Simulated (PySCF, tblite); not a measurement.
**C₇H₁₃P: geometry, infrared bands and NMR shifts**

Aim: predict the infrared bands and NMR shifts of C₇H₁₃P (`CCC1=C(C)CPC1`).

The runs use tblite 0.8.0 and PySCF 2.14.0, with density-fitted response routines of our own; the level of theory stands in each step. All values are computed, except where a source is named. Atoms are numbered from 0 throughout.

## 1. The starting structure

21 atoms, charge 0, multiplicity 1; geometry from: force field or distance geometry start.

Bonds of the start (Å): C0–C1 1.52, C1–C2 1.51, C2–C3 1.28, C3–C4 1.54, C3–C5 1.46, C5–P6 1.87, P6–C7 1.89, C7–C2 1.49, C0–H8 1.11, C0–H9 1.10, C0–H10 1.11, C1–H11 1.10, C1–H12 1.11, C4–H13 1.08, C4–H14 1.09, C4–H15 1.10, C5–H16 1.10, C5–H17 1.11, P6–H18 1.47, C7–H19 1.10, C7–H20 1.08.

## 2. Optimising the geometry with GFN2-xTB

Job settings and geometry (Å):

```
{"job": {"kind": "relax", "xc": "GFN2-xTB", "basis": "xTB"}, "charge": 0, "multiplicity": 1}
C      2.402500    -0.133500     0.534100
C      1.416000    -0.435000    -0.586700
C      0.109500     0.270200    -0.331200
C     -1.025300    -0.319000    -0.208400
C     -1.139700    -1.856200    -0.265200
C     -2.225000     0.485900     0.018000
P     -1.458900     1.965000     0.860000
C      0.069800     1.756000    -0.228400
H      3.379900     0.073800     0.049800
H      2.129100     0.727700     1.157400
H      2.567500    -0.993300     1.221500
H      1.818800    -0.183400    -1.578400
H      1.308700    -1.537900    -0.552600
H     -2.166100    -2.104400    -0.502000
H     -0.778200    -2.271400     0.677200
H     -0.539100    -2.175600    -1.135200
H     -2.989000     0.029800     0.662800
H     -2.623700     0.818100    -0.960900
H     -0.999200     1.527700     2.189900
H     -0.200800     2.140200    -1.220800
H      0.934400     2.232400     0.198600
```

The run is started by

```sh
$ OMP_NUM_THREADS=1 python probes_run.py task.json out
```

The driver reads the jobs from task.json and runs them one after another.

**Question.** This job is followed by: GFN2-xTB harmonic vibrations, gas phase; GIAO PBE0/pcSseg-1 NMR shielding, non-relativistic, gas phase. What will the session give for the following? strongest single infrared mode (GFN2-xTB); zero-point energy (GFN2-xTB); 13C shifts against TMS (PBE0/pcSseg-1); 1H shifts against TMS (PBE0/pcSseg-1, means over atoms taken as alike); 31P shifts against H3PO4 (PBE0/pcSseg-1); surface potential, 1st and 99th percentile.

**Answer**, as computed:

```
                                                              quantity                                           value
                             strongest single infrared mode (GFN2-xTB)                           2225 cm⁻¹, 202 km/mol
                                          zero-point energy (GFN2-xTB)                                  112.2 kcal/mol
                                13C shifts against TMS (PBE0/pcSseg-1)  147.9, 140.5, 38.4, 37.1, 27.6, 18.1, 16.1 ppm
1H shifts against TMS (PBE0/pcSseg-1, means over atoms taken as alike)          3.09, 2.60, 2.47, 2.22, 1.87, 1.03 ppm
                              31P shifts against H3PO4 (PBE0/pcSseg-1)                                       -82.9 ppm
                                 surface potential, 1st and 99th percentile                              -1.13 V and 0.68 V
```

In words: Over 130 steps the energy fell by 0.922 eV; of the close pairs, P6–H18 changed most, 1.473 to 1.405 Å. No mode is imaginary among the 57: a minimum at this level. The strongest single mode, at 2225 cm⁻¹, moves mainly H18. Unscaled tight-binding wavenumbers are off by several per cent, some by more. Its intensities can rank the bands wrongly.
